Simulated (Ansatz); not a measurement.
# CH4ClFOSn: basis-set convergence

One table from this session's results is given with a row withheld; the runs are named, their logs left out.

Computed with Ansatz 0.2.0, Gaussian basis. Level: one geometry, several basis sets.

Plan: PBE0-D4/def2-SVP; ωB97M-V/def2-SVP; PBE0-D4/def2-QZVPP; ωB97M-V/def2-QZVPP; the functionals' def2-TZVPP values are taken from earlier runs.

### The relaxed structure

All runs share one geometry, relaxed beforehand with PBE0-D4 in a triple-zeta def2 set. Sn takes the def2 core potential; no spin-orbit term is included.

SMILES `[CH3][Sn]([OH])([F])[Cl]`, 9 atoms, charge 0, spin multiplicity 1.

Atoms are counted from 1 here; the program's logs count them from 0.

Bond lengths: C1–Sn2 2.106 Å, C1–H6 1.089 Å, C1–H7 1.089 Å, C1–H8 1.089 Å, Sn2–O3 1.939 Å, Sn2–F4 1.914 Å, Sn2–Cl5 2.313 Å, O3–H9 0.961 Å. Angles: Sn2–C1–H6 109.1°, Sn2–C1–H7 108.5°, Sn2–C1–H8 108.4°, H6–C1–H7 110.2°, H6–C1–H8 110.3°, H7–C1–H8 110.3°, C1–Sn2–O3 111.9°, C1–Sn2–F4 110.7°, C1–Sn2–Cl5 115.5°, O3–Sn2–F4 105.9°, O3–Sn2–Cl5 108.6°, F4–Sn2–Cl5 103.4°, Sn2–O3–H9 113.9°.

Set-up of the first run:

in.yaml

```yaml
crystal:
  periodic: [false, false, false]
  atoms:
    - {symbol: C, position_ang: [-1.481252, 0.001136, -0.285492]}
    - {symbol: Sn, position_ang: [0.614561, 0.107788, -0.110384]}
    - {symbol: O, position_ang: [1.262166, -0.859655, 1.440821]}
    - {symbol: F, position_ang: [1.463408, -0.698610, -1.624543]}
    - {symbol: Cl, position_ang: [1.503131, 2.243308, -0.070405]}
    - {symbol: H, position_ang: [-1.922349, 0.886844, 0.168157]}
    - {symbol: H, position_ang: [-1.737591, -0.048001, -1.342432]}
    - {symbol: H, position_ang: [-1.823718, -0.895987, 0.228316]}
    - {symbol: H, position_ang: [2.210145, -0.783124, 1.578763]}
basis:
  gaussian: {orbitals: def2-SVP}
hamiltonian: {xc: pbe0, dispersion: d4}
output: {orbitals: {seedname: orbitals}}
```

The run is started by

```sh
$ ansatz run in.yaml --threads 4 --pin off --events-out ev --progress --plain --max-ram 10444MiB
```

Among the steps run: PBE0-D4 in def2-SVP; ωB97M-V in def2-SVP; PBE0-D4 in def2-QZVPP; ωB97M-V in def2-QZVPP.

One of the session's tables, all rows but one given; the rest of the session is left out.

It belongs to the step «Functionals by basis». 

```
functional       basis  HOMO (eV)
   PBE0-D4    def2-SVP          ?
   PBE0-D4  def2-TZVPP      -9.15
   PBE0-D4  def2-QZVPP      -9.17
   ωB97M-V    def2-SVP     -11.20
   ωB97M-V  def2-TZVPP     -11.43
   ωB97M-V  def2-QZVPP     -11.46
```

Q: Estimate the row for PBE0-D4, def2-SVP from the others.

The run gave: HOMO (eV): -8.93. In the column «HOMO (eV)» it is the highest.
